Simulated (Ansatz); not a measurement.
**Titanium, fcc under LDA: structure, energy and stiffness**

What does LDA give for titanium in the fcc structure? We relax it, solve it on a dense k-mesh, switch on spin-orbit coupling, then scale the cell to 7 volumes from 88 to 112 % of the relaxed one and try a fit of the equation of state. The k-meshes are 13×13×13 for the relaxation; 22×22×22 for the dense run; 13×13×13 for spin-orbit coupling; 15×15×15 for the volumes.

This is Ti in the fcc structure; at room conditions it is hcp.

Method: DFT LDA (PW92), plane waves (420 eV) with PAW, scalar-relativistic; PBE-made PAW files, in Ansatz 0.2.0.

**1. Starting point**

It takes space group Fm-3m (No. 225, cubic). The conventional cell has a = 4.134 Å, b = 4.134 Å, c = 4.134 Å, α = 90.00°, β = 90.00°, γ = 90.00°. Ti (site symmetry m-3m) has 12 Ti at 2.92 Å as nearest neighbours.

As a file:

```cif
data_structure
_symmetry_space_group_name_H-M 'P 1'
_symmetry_Int_Tables_number 1
_cell_length_a 2.9229
_cell_length_b 2.9229
_cell_length_c 2.9229
_cell_angle_alpha 60.000
_cell_angle_beta 60.000
_cell_angle_gamma 60.000
_cell_volume 17.66
loop_
_atom_site_label
_atom_site_type_symbol
_atom_site_fract_x
_atom_site_fract_y
_atom_site_fract_z
_atom_site_occupancy
Ti1 Ti 0.00000 0.00000 0.00000 1
```

**2. Relaxation of the cell**

input.yaml reads:

```yaml
crystal:
  lattice:
    - [0.0, 2.0668332624, 2.0668332624]
    - [2.0668332624, 0.0, 2.0668332624]
    - [2.0668332624, 2.0668332624, 0.0]
  atoms:
    - { symbol: Ti, position: [0.0, 0.0, 0.0] }
hamiltonian:
  xc: lda
  pseudopotentials:
    kind: paw
    azcp:
      Ti: "pseudopotentials/Ti.paw.azcp"
basis:
  ecutwfc: 420
  fft_grid_basis: typed
kpoints:
  mp_grid: { grid: [13, 13, 13], shift: [0, 0, 0] }
magnetization:
  spin_polarized: false
scf:
  occupations: { method: fermi_dirac, width: 0.1 }
relax:
  max_steps: 60
  f_tol: 0.01
  cell: {}
```

The runs that follow: Dense single point; With spin-orbit coupling; Equation of state: 88 %; Equation of state: 92 %; Equation of state: 96 %; Equation of state: 100 %; Equation of state: 104 %; Equation of state: 108 %; Equation of state: 112 %.

**Question.** What will these runs give? Wanted: space group; conventional cell; volume; shortest distance; gap on the mesh; relative to hcp; V₀, B₀, B₀′.

**Answer**, as computed:

| quantity | value |
| --- | --- |
| space group (spins left aside) | Fm-3m (No. 225) |
| conventional cell | a = 4.005 Å |
| volume | 16.059 Å³/atom |
| shortest distance | 2.832 Å |
| gap on the mesh | none (levels filled in part) |
| relative to hcp | +51 meV/atom |
| V₀, B₀, B₀′ | 16.020 Å³/atom, 122 GPa, 3.3 |

In words: The relaxation shrank the cell by 9.1 % in volume. It lies 51 meV/atom above the element's reference form at the same level (hcp, from a run of its own). Levels at the Fermi energy are filled in part, as in a metal. The total energy of the spin-orbit run (on a coarser mesh) lies -66 meV/atom from the scalar one; mesh and treatment of the core enter this figure, so it is no spin-orbit energy. The fitted modulus is 122 GPa. The symmetry was held, so the structure may be unstable against distortions that break it.
